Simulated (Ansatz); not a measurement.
Task: vertical energies of changing the electron count of CH₃AgO, SMILES C[O][Ag], with Ansatz 0.2.0, Python API. Give the script and its output. Level of theory (for the species named): PBE, def2-SVPD basis, multiplicity 1.

```xyz
6

C    -0.4035    0.1773   -0.2152
O     0.8670   -0.1951   -0.3747
Ag    1.9112   -1.0622    1.1307
H    -1.0106   -0.6379    0.0379
H    -0.8085    0.6524   -1.1991
H    -0.5136    1.0014    0.5743
```

Script `ch3ago.py`:
```python
# -*- coding: utf-8 -*-
import ansatz


def energy_of(molecule, charge=0, unpaired=0):
    calc = molecule.calculation().basis(gaussian="def2-SVPD").functional("pbe")
    if charge:
        calc = calc.charge(charge)
    if unpaired:
        calc = calc.spin("collinear", total=unpaired)
    return calc.run(threads=1, pin="off").report["free_energy_ev"]

geometry = (
    ansatz.Crystal.molecule()
    .atom("C", (-0.4035, 0.1773, -0.2152))
    .atom("O", (0.867, -0.1951, -0.3747))
    .atom("Ag", (1.9112, -1.0622, 1.1307))
    .atom("H", (-1.0106, -0.6379, 0.0379))
    .atom("H", (-0.8085, 0.6524, -1.1991))
    .atom("H", (-0.5136, 1.0014, 0.5743))
)

parent = energy_of(geometry, 0, 0)
cation = energy_of(geometry, 1, 1)
print(f"E(N)   = {parent:.5f} eV")
print(f"E(N-1) = {cation:.5f} eV  (1 unpaired)")
print(f"vertical ionisation energy {cation - parent:.3f} eV")
```

```console
$ python ch3ago.py
E(N)   = -7125.04403 eV
E(N-1) = -7116.74327 eV  (1 unpaired)
vertical ionisation energy 8.301 eV
```

At this unrelaxed geometry removing an electron costs 8.30 eV.

What to keep in mind:
- Total energies depend on the basis set; only differences at equal settings carry meaning.
- The geometry is a force-field or estimated start, not a minimum of this method, and the basis set is short of its limit. All parts are taken at fixed geometry, without zero-point energy. At an unrelaxed start these energies can be a whole eV from those at the minimum, and a small affinity can change sign.
- def2 sets replace the cores of elements past krypton by effective core potentials.
- The whole script took 11 s on 1 thread of Arm Neoverse V1 (shared host), peak memory 0.25 GiB.

(A comment or docstring line of the script was reworded after the run, the code is as it ran; lines on the test bed's own set-up are left out of the output.)
